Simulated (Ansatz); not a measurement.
# HfTe6Mo: the cost of one run

Method: DFT PBE, scalar-relativistic, plane waves, PAW, unless a step names another level, in Ansatz 0.2.0.

20 further runs of the same task are left out: 8 that didn't finish, 12 set aside as unsound or not needed.

### 1 The formula and the candidates

Pauling electronegativities: Hf 1.30, Te 2.10, Mo 2.16 (spread 0.86). No set of common oxidation states balances it. Tabulated atomic sizes suggest about 29 Å³/atom. 26 candidates were drawn, by swapping species into database cells of other compounds, at random by space group and Wyckoff sites, or by hand, as the table says:

| name | made from | space group no. | Wyckoff sites | atoms (primitive cell) | V (Å³/atom) |
| --- | --- | --- | --- | --- | --- |
| c01 | database cell of MnCuPt6 | 225 | Hf 4b; Te 24d; Mo 4a | 8 | 30.1 |
| c02 | database cell of Al6GeW | 200 | Hf 1b; Te 6f; Mo 1a | 8 | 30.0 |
| c03 | random | 191 | Hf 1b; Te 6l; Mo 1a | 8 | 32.5 |
| c04 | built by hand: HfTe2 + MoTe2 + Te layered intergrowth | 156 | Hf 1a; Te 1a, 1b, 1c, 1b, 1c, 1c; Mo 1a | 8 | 29.2 |
| c05 | random | 225 | Hf 4a; Te 24e; Mo 4b | 8 | 35.0 |
| c06 | random | 191 | Hf 1a; Te 6j; Mo 1b | 8 | 37.7 |
| c07 | built by hand: ZrSe3-type (HfTe3), Hf/Mo ordered within layers | 6 | Hf 1a; Te 1b, 1b, 1b, 1a, 1a, 1a; Mo 1b | 8 | 29.2 |
| c08 | database cell of BiPd6Pb | 123 | Hf 1a; Te 1c, 1d, 4i; Mo 1b | 8 | 27.8 |
| c09 | random | 221 | Hf 1b; Te 6e; Mo 1a | 8 | 32.3 |
| c10 | random | 166 | Hf 3b; Te 9d, 9e; Mo 3a | 8 | 29.7 |
| c11 | random | 123 | Hf 1c; Te 4o, 1d, 1b; Mo 1a | 8 | 37.1 |
| c12 | database cell of TiCdF6 | 148 | Hf 3a; Te 18f; Mo 3b | 8 | 33.4 |
| c13 | random | 191 | Hf 1a; Te 2e, 2d, 2c; Mo 1b | 8 | 32.9 |
| c14 | random | 65 | Hf 2b; Te 8n, 4j; Mo 2c | 8 | 36.8 |
| c15 | random | 191 | Hf 1a; Te 6k; Mo 1b | 8 | 37.0 |
| c16 | random | 225 | Hf 4a; Te 24d; Mo 4b | 8 | 33.7 |
| c17 | built by hand: ordered TiI3-type face-sharing chains | 162 | Hf 1a; Te 6k; Mo 1b | 8 | 29.4 |
| c18 | random | 191 | Hf 1a; Te 4h, 2d; Mo 1b | 8 | 34.0 |
| c19 | database cell of LaPrAl6 | 187 | Hf 1a; Te 3k, 3j; Mo 1d | 8 | 34.9 |
| c20 | database cell of SrYMg6 | 123 | Hf 1b; Te 2e, 4j; Mo 1d | 8 | 40.8 |
| c21 | random | 65 | Hf 2c; Te 8o, 4j; Mo 2d | 8 | 35.8 |
| c22 | database cell of CeGa6Pd | 123 | Hf 1a; Te 2h, 4i; Mo 1b | 8 | 28.8 |
| c23 | random | 191 | Hf 1a; Te 6l; Mo 1b | 8 | 33.2 |
| c24 | built by hand: ordered BiI3-like honeycomb layer | 149 | Hf 1a; Te 6l; Mo 1c | 8 | 29.3 |
| c25 | database cell of CdPdF6 | 148 | Hf 3b; Te 18f; Mo 3a | 8 | 30.3 |
| c26 | database cell of PtPbF6 | 166 | Hf 3a; Te 18h; Mo 3b | 8 | 28.6 |

### 2 Screening run of c07

input.yaml reads:

```yaml
crystal:
  lattice:
    - [5.9, 0.0, 0.0]
    - [0.0, 3.88, 0.0]
    - [-1.43348294, 0.0, 10.19976111]
  atoms:
    - { symbol: Hf, position: [0.285, 0.0, 0.656] }
    - { symbol: Te, position: [0.544, 0.5, 0.826] }
    - { symbol: Te, position: [0.112, 0.5, 0.831] }
    - { symbol: Te, position: [0.238, 0.5, 0.446] }
    - { symbol: Te, position: [0.456, 0.0, 0.174] }
    - { symbol: Te, position: [0.888, 0.0, 0.169] }
    - { symbol: Te, position: [0.762, 0.0, 0.554] }
    - { symbol: Mo, position: [0.715, 0.5, 0.344] }
basis:
  ecutwfc: 420
kpoints:
  mp_grid: { grid: [3, 4, 2] }
hamiltonian:
  xc: pbe
scf:
  occupations: { method: gaussian, width: 0.2 }
  lower_state_search: "off"
output:
  forces: true
  stress: true
  eigenvalues: true
relax:
  adjacent_minimum: "off"
  f_tol: 0.08
  max_steps: 16
  cell: { stress_tol: 0.8 }
```

Started as:

```console
> ansatz run input.yaml --threads 1 --pin off --max-ram 2560MiB --backend cpu --events-out ev --progress --plain --runs-dir out
```

Q: Estimate wall time and peak memory on 1 thread of Intel Xeon Platinum 8259CL at 2.50GHz (Skylake/Cascade Lake), shared host.

About 2.7 min, with a peak of 0.7 GiB.
